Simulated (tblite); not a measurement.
# C7H11ClSi2: the cost of one run

The runs use tblite 0.8.0 and PySCF 2.14.0, with density-fitted response routines of our own; the level of theory stands in each step. All values are computed, except where a source is named. Atoms are numbered from 0 throughout.

## Step 1: The starting structure

21 atoms, charge 0, multiplicity 1; geometry from: force field or distance geometry start.

Bonds of the start (Å): C0–C1 1.35, C1–C2 1.51, C1–C3 1.42, C3–C4 1.21, C4–C5 1.43, C5–Si6 1.91, Si6–C7 1.82, C7–Si8 1.85, Si8–Cl9 2.05, C7–C5 1.48, C0–H10 1.09, C0–H11 1.07, C2–H12 1.10, C2–H13 1.10, C2–H14 1.08, C5–H15 1.10, Si6–H16 1.49, Si6–H17 1.48, C7–H18 1.08, Si8–H19 1.49, Si8–H20 1.49.

## Step 2: Relaxing the molecule with GFN2-xTB

Job settings and geometry (Å):

```
{"job": {"kind": "relax", "xc": "GFN2-xTB", "basis": "xTB"}, "charge": 0, "multiplicity": 1}
C      3.435600    -0.663300    -0.716300
C      2.766700     0.269300    -0.007900
C      3.453400     1.505400     0.507600
C      1.390000     0.069700     0.288300
C      0.226500    -0.107900     0.552100
C     -1.164600    -0.298700     0.845000
Si    -1.956200    -1.829000     0.018700
C     -2.174800    -0.037300    -0.209000
Si    -3.862200     0.573100     0.259300
Cl    -5.199900     0.089400    -1.218400
H      2.927300    -1.558800    -1.076900
H      4.473500    -0.549600    -0.961600
H      3.391700     1.555300     1.607600
H      2.955700     2.398800     0.096900
H      4.496300     1.560400     0.216600
H     -1.436700    -0.237500     1.907000
H     -2.713100    -2.550300     1.076700
H     -0.948900    -2.551300    -0.797300
H     -1.841300     0.353700    -1.156700
H     -3.867900     2.054700     0.390800
H     -4.360200    -0.029300     1.522200
```

The run is started by

```bash
> OMP_NUM_THREADS=1 python probes_run.py task.json out
```

One launch serves the whole session: the jobs run in the order shown.

Q: Estimate the wall time of this first job on 1 thread of Arm Neoverse N1, shared host.

About 4.8 s.
